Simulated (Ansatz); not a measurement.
**BH₇O₂SSi₂: up Jacob's ladder to CCSD(T)**

An exercise on one series of results from a longer session: the logs are not shown, and one member is left open.

Computed with Ansatz 0.2.0, Gaussian basis. Level: functionals in def2-TZVPP, the program's frozen cores in correlated methods.

Levels to be run: PBE-D4, r2SCAN-D4, PBE0-D4, B3LYP-D4, ωB97X-V, ωB97M-V, B2PLYP; CCSD(T)/def2-TZVPP; MP2/def2-QZVPP; extrapolation to the limit.

**Structure used throughout**

An earlier PBE0-D4 in a triple-zeta def2 set relaxation fixed the geometry.

13 atoms, charge 0, spin multiplicity 1.

Atoms are counted from 1 here; the program's logs count them from 0.

Bond lengths: Si1–O2 1.646 Å, Si1–H7 1.481 Å, Si1–H8 1.487 Å, Si1–H9 1.483 Å, O2–B3 1.358 Å, B3–S4 1.821 Å, B3–O5 1.357 Å, S4–H10 1.341 Å, O5–Si6 1.643 Å, Si6–H11 1.483 Å, Si6–H12 1.481 Å, Si6–H13 1.487 Å. Angles: O2–Si1–H7 107.5°, O2–Si1–H8 110.3°, O2–Si1–H9 109.6°, H7–Si1–H8 109.7°, H7–Si1–H9 110.1°, H8–Si1–H9 109.7°, Si1–O2–B3 139.8°, O2–B3–S4 119.9°, O2–B3–O5 124.1°, S4–B3–O5 116.0°, B3–S4–H10 95.4°, B3–O5–Si6 142.0°, O5–Si6–H11 109.5°, O5–Si6–H12 107.8°, O5–Si6–H13 110.2°, H11–Si6–H12 110.1°, H11–Si6–H13 109.6°, H12–Si6–H13 109.7°.

As a file:

```mol
BH7O2SSi2
  3D, bonds by distance, orders not assigned

 13 12  0  0  0  0  0  0  0  0999 V2000
   -1.4686    0.0804   -1.2884 Si  0  0
   -1.1035    0.6885    0.1970 O   0  0
   -0.1906    0.5256    1.1890 B   0  0
   -0.4802    1.2795    2.8212 S   0  0
    0.9607   -0.1793    1.0560 O   0  0
    1.9528   -0.8356   -0.0781 Si  0  0
   -2.9449    0.0136   -1.3917 H   0  0
   -0.8930   -1.2815   -1.4438 H   0  0
   -0.9253    0.9755   -2.3384 H   0  0
   -1.6682    1.8153    2.5041 H   0  0
    1.6890   -2.2910   -0.1826 H   0  0
    3.3501   -0.6009    0.3537 H   0  0
    1.7216   -0.1901   -1.3978 H   0  0
  1  2  8  0
  2  3  8  0
  3  4  8  0
  3  5  8  0
  5  6  8  0
  1  7  8  0
  1  8  8  0
  1  9  8  0
  4 10  8  0
  6 11  8  0
  6 12  8  0
  6 13  8  0
M  END
```

The first run:

in.yaml reads:

```yaml
crystal:
  periodic: [false, false, false]
  atoms:
    - {symbol: Si, position_ang: [-1.468564, 0.080430, -1.288436]}
    - {symbol: O, position_ang: [-1.103488, 0.688501, 0.196981]}
    - {symbol: B, position_ang: [-0.190622, 0.525614, 1.188998]}
    - {symbol: S, position_ang: [-0.480181, 1.279457, 2.821158]}
    - {symbol: O, position_ang: [0.960721, -0.179327, 1.055958]}
    - {symbol: Si, position_ang: [1.952798, -0.835599, -0.078140]}
    - {symbol: H, position_ang: [-2.944917, 0.013575, -1.391683]}
    - {symbol: H, position_ang: [-0.892973, -1.281520, -1.443776]}
    - {symbol: H, position_ang: [-0.925262, 0.975492, -2.338409]}
    - {symbol: H, position_ang: [-1.668156, 1.815349, 2.504100]}
    - {symbol: H, position_ang: [1.688962, -2.291000, -0.182649]}
    - {symbol: H, position_ang: [3.350086, -0.600913, 0.353682]}
    - {symbol: H, position_ang: [1.721597, -0.190069, -1.397784]}
basis:
  gaussian: {orbitals: def2-TZVPP}
hamiltonian: {xc: pbe, dispersion: d4}
output: {forces: true, orbitals: {seedname: orbitals}}
```

On the command line:

```
> ansatz run in.yaml --threads 2 --pin off --events-out ev --progress --plain --max-ram 22528MiB --backend cuda --devices 0, --max-vram 18GiB
```

Steps of the session up to this table: PBE-D4 (GGA); r2SCAN-D4 (meta-GGA); PBE0-D4 (hybrid); B3LYP-D4 (hybrid); ωB97X-V (range-separated); ωB97M-V (range-separated); B2PLYP (double hybrid); CCSD(T) in def2-TZVPP; MP2 in def2-QZVPP.

One table of the session follows, with a row left open; its other results are not shown here.

| method | atomisation energy (kJ/mol) |
| --- | --- |
| PBE-D4 | 4733.8 |
| r2SCAN-D4 | 4743.2 |
| PBE0-D4 | 4677.4 |
| B3LYP-D4 | 4720.9 |
| ωB97X-V | 4755.3 |
| ωB97M-V | 4750.0 |
| B2PLYP | 4671.1 |
| HF/def2-TZVPP | 3554.7 |
| MP2/def2-TZVPP | 4681.6 |
| CCSD/def2-TZVPP | 4544.8 |
| CCSD(T)/def2-TZVPP | 4604.9 |
| MP2/CBS | ? |
| CCSD(T)/CBS | 4734.5 |

**Question.** Estimate the row for MP2/CBS.

**Answer.** atomisation energy (kJ/mol): 4811.2. In the column «atomisation energy (kJ/mol)» it is the highest.
